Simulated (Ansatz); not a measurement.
**B₂GeH (quartet): wave-function methods side by side at a displaced geometry (v1), cc-pVDZ**

Aim: climb from Hartree-Fock through coupled cluster for B₂GeH (quartet) at one geometry and basis, and see what each rung misses.

Program: Ansatz 0.2.0, Gaussian basis. Level of theory: cc-pVDZ, core rule «outside noble gas», up to 16 orbitals frozen. These are calculated values, not measurements.

To be run: UHF; CCSD(T) on ROHF; CCSD(T) on UHF; BCCD(T) on ROHF; CISD; CCSDT(Q) on ROHF; CCSDT(Q) on UHF.

33 further runs of the same task are left out: 22 that didn't finish, 11 set aside as unsound or not needed.

**1. The system**

The geometry is a PBE0/def2-TZVP stationary point (not a proven minimum) with its atoms shifted at random (size 0.040 Å). No spin-orbit coupling is included. The filled d shell of Ge may be among the frozen orbitals whatever the setting's name suggests; the logs give the count.

4 atoms, charge 0, spin multiplicity 4.

Atoms are counted from 1 here; the program's logs count them from 0.

Bond lengths: B1–Ge2 2.103 Å, B1–B3 1.729 Å, Ge2–B3 2.079 Å, B3–H4 1.109 Å. Angles: Ge2–B1–B3 64.8°, B1–Ge2–B3 48.8°, B1–B3–Ge2 66.3°, B1–B3–H4 137.6°, Ge2–B3–H4 154.6°.

Coordinates:

```
B     0.0093   -1.0519   -1.3406
Ge   -0.0008    0.0376    0.4586
B    -0.0145    0.6678   -1.5224
H     0.1120    1.4075   -2.3392
```

**2. UHF**

in.yaml reads:

```yaml
crystal:
  periodic: [false, false, false]
  atoms:
    - {symbol: B, position_ang: [0.009319, -1.051937, -1.340627]}
    - {symbol: Ge, position_ang: [-0.000780, 0.037640, 0.458567]}
    - {symbol: B, position_ang: [-0.014527, 0.667809, -1.522434]}
    - {symbol: H, position_ang: [0.112050, 1.407465, -2.339157]}
basis:
  gaussian: {orbitals: cc-pVDZ}
magnetization: {spin_polarized: true, initial_magnetization: 3}
hamiltonian: {xc: hf}
output: {orbitals: {seedname: orbitals}}
```

On the command line:

```
> ansatz run in.yaml --threads 1 --pin off --events-out ev --progress --plain --max-ram 2393MiB
```

After this run come: CCSD(T) on ROHF; CCSD(T) on UHF; BCCD(T) on ROHF; CISD; CCSDT(Q) on ROHF; CCSDT(Q) on UHF.

Q: Predict the results of all the runs planned. Wanted: UCCSDT(Q) below the RHF energy; RMP2 from UCCSDT(Q); UMP2 from UCCSDT(Q); RCCSD from UCCSDT(Q); RCCSD(T) from UCCSDT(Q); UCCSD(T) from UCCSDT(Q); RCCSDT(Q) from UCCSDT(Q); T1 diagnostic.

The runs gave:

```
                         quantity                      value
   UCCSDT(Q) below the RHF energy                 -6.8476 eV
              RMP2 from UCCSDT(Q)                +1375.5 meV
              UMP2 from UCCSDT(Q)                +1403.5 meV
             RCCSD from UCCSDT(Q)                 +423.1 meV
          RCCSD(T) from UCCSDT(Q)                  +85.3 meV
          UCCSD(T) from UCCSDT(Q)                  +82.8 meV
         RCCSDT(Q) from UCCSDT(Q)                   +4.6 meV
levels within 1 kcal/mol (43 meV)  RCCSDT, UCCSDT, RCCSDT(Q)
                    T1 diagnostic                      0.045
```

**Reading.** RCCSD(T) misses by +85.3 meV, 1.2 % of the correlation energy. These misses are within one basis, not against nature; the frozen cores of restricted and unrestricted runs differ, which can shift their rows.
